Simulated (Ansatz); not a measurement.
# GeSb2O: the cost of one run

Program: Ansatz 0.2.0. Level of theory: DFT PBE, scalar-relativistic, plane waves, PAW. These are calculated values, not measurements.

## (1) The starting structure

Symmetry: P6/mmm, No. 191, hexagonal system. The conventional cell has a = 3.707 Å, b = 3.707 Å, c = 7.138 Å, α = 90.00°, β = 90.00°, γ = 120.00°. Ge (site symmetry 6/mmm) is surrounded by 2 Sb at 1.85 Å. Sb (site symmetry 6mm) is surrounded by 1 O at 1.71 Å and 1 Ge at 1.85 Å. Around O (site symmetry 6/mmm) lie 2 Sb at 1.71 Å.

Coordinates:

```cif
data_structure
_symmetry_space_group_name_H-M 'P 1'
_symmetry_Int_Tables_number 1
_cell_length_a 3.7069
_cell_length_b 3.7069
_cell_length_c 7.1377
_cell_angle_alpha 90.000
_cell_angle_beta 90.000
_cell_angle_gamma 120.000
_cell_volume 84.94
loop_
_atom_site_label
_atom_site_type_symbol
_atom_site_fract_x
_atom_site_fract_y
_atom_site_fract_z
_atom_site_occupancy
Ge1 Ge 0.00000 0.00000 0.50000 1
Sb1 Sb 0.00000 0.00000 0.75981 1
Sb2 Sb 0.00000 0.00000 0.24019 1
O1 O 0.00000 0.00000 0.00000 1
```

Recipe of the guess: random cell by space group and Wyckoff sites (P6/mmm, No. 191). Lengths come from tabulated atomic sizes and are only a guess.

## (2) The guess as it stands, on a coarse mesh

Input file input.yaml:

```yaml
crystal:
  lattice:
    - [3.70694614, 0.0, 0.0]
    - [-1.85347307, 3.21030953, 0.0]
    - [0.0, 0.0, 7.13772982]
  atoms:
    - { symbol: Ge, position: [0.0, 0.0, 0.5] }
    - { symbol: Sb, position: [0.0, 0.0, 0.75981013] }
    - { symbol: Sb, position: [0.0, 0.0, 0.24018987] }
    - { symbol: O, position: [0.0, 0.0, 0.0] }
basis:
  ecutwfc: 420
kpoints:
  mp_grid: { grid: [6, 6, 4] }
hamiltonian:
  xc: pbe
scf:
  occupations: { method: gaussian, width: 0.1 }
  lower_state_search: "off"
output:
  forces: true
  stress: true
  eigenvalues: true
```

The run is started by

```sh
$ ansatz run input.yaml --threads 1 --pin off --max-ram 2560MiB --backend cpu --events-out ev --progress --plain --runs-dir out
```

Q: Estimate wall time and peak memory on 1 thread of Intel Xeon at 2.70GHz, shared host.

About 3.9 s, with a peak of 0.39 GiB.
